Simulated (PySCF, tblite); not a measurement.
**C4H13BSSi2: geometry, infrared bands and NMR shifts**

What infrared bands and NMR shifts should C4H13BSSi2 (`CB(C)/C=C/[SiH2]S[SiH3]`) show?

The runs use tblite 0.8.0 and PySCF 2.14.0, with density-fitted response routines of our own; the level of theory stands in each step. All values are computed, except where a source is named. Atoms are numbered from 0 throughout.

### 1 Starting geometry

21 atoms, charge 0, multiplicity 1; geometry from: force field or distance geometry start.

Bonds of the start (Å): C0–B1 1.58, B1–C2 1.59, B1–C3 1.57, C3–C4 1.32, C4–Si5 1.83, Si5–S6 2.12, S6–Si7 2.15, C0–H8 1.11, C0–H9 1.10, C0–H10 1.12, C2–H11 1.14, C2–H12 1.14, C2–H13 1.09, C3–H14 1.10, C4–H15 1.09, Si5–H16 1.46, Si5–H17 1.48, Si7–H18 1.47, Si7–H19 1.45, Si7–H20 1.49.

### 2 Relaxing the molecule with GFN2-xTB

The job: settings as JSON, then the geometry in Å.

```
{"job": {"kind": "relax", "xc": "GFN2-xTB", "basis": "xTB"}, "charge": 0, "multiplicity": 1}
C     -2.080300     1.577800    -0.243200
B     -1.699700     0.239100     0.506500
C     -2.788900    -0.377000     1.485400
C     -0.300000    -0.431800     0.255000
C     -0.026400    -0.746300    -0.997800
Si     1.541000    -1.536600    -1.522300
S      3.083300    -1.467100    -0.076400
Si     3.734100     0.518800     0.408800
H     -2.843900     1.331300    -1.014400
H     -1.208700     2.068100    -0.689800
H     -2.570500     2.230300     0.523700
H     -3.755300    -0.435100     0.884700
H     -3.026000     0.418200     2.265300
H     -2.507800    -1.335000     1.910300
H      0.399300    -0.636900     1.073500
H     -0.755000    -0.522500    -1.778100
H      1.255200    -2.939100    -1.816800
H      1.946300    -0.921500    -2.807100
H      3.945100     0.562800     1.858800
H      4.955900     0.891000    -0.282200
H      2.693500     1.528400     0.055700
```

The run is started by

```
$ OMP_NUM_THREADS=1 python probes_run.py task.json out
```

This one command runs all jobs of the session in turn.

**Question.** This job is followed by: GFN2-xTB harmonic vibrations, gas phase; GIAO PBE0/pcSseg-1 NMR shielding, non-relativistic, gas phase. What will the session give for the following? strongest single infrared mode (GFN2-xTB); zero-point energy (GFN2-xTB); 13C shifts against TMS (PBE0/pcSseg-1, means over atoms taken as alike); 1H shifts against TMS (PBE0/pcSseg-1, means over atoms taken as alike); 11B shifts against BF3·OEt2 (PBE0/pcSseg-1); 29Si shifts against TMS (PBE0/pcSseg-1); 33S shifts against CS2 (PBE0/pcSseg-1); surface potential, 1st and 99th percentile.

**Answer**, as computed:

```
                                                               quantity                             value
                              strongest single infrared mode (GFN2-xTB)              762 cm⁻¹, 375 km/mol
                                           zero-point energy (GFN2-xTB)                     94.8 kcal/mol
13C shifts against TMS (PBE0/pcSseg-1, means over atoms taken as alike)            176.0, 139.1, 14.2 ppm
 1H shifts against TMS (PBE0/pcSseg-1, means over atoms taken as alike)  8.05, 6.33, 5.13, 4.53, 1.00 ppm
                            11B shifts against BF3·OEt2 (PBE0/pcSseg-1)                          81.4 ppm
                                29Si shifts against TMS (PBE0/pcSseg-1)                  -33.6, -58.2 ppm
                                 33S shifts against CS2 (PBE0/pcSseg-1)                          -340 ppm
                                  surface potential, 1st and 99th percentile                -0.95 V and 1.32 V
```

What this shows: The optimisation took 137 steps and gained 0.493 eV; among the close pairs (by a distance rule), C2–H11 changed most, from 1.139 to 1.088 Å. The lowest mode is imaginary (22i cm⁻¹), so the xTB geometry is not a minimum. The strongest single mode, at 762 cm⁻¹, is spread over several atoms, H17, H16, H18, H20 among them. GFN2-xTB is a fitted tight-binding method: band positions and strengths are rough. Its intensities can rank the bands wrongly. At PBE0/pcSseg-1: Shielding is most anisotropic at C3 (span 291 ppm, paramagnetic term -249 ppm). By nearest atom (PBE0/pcSseg-1), the HOMO sits on S6 75 % and the LUMO on B1 30 %; C4 21 %.
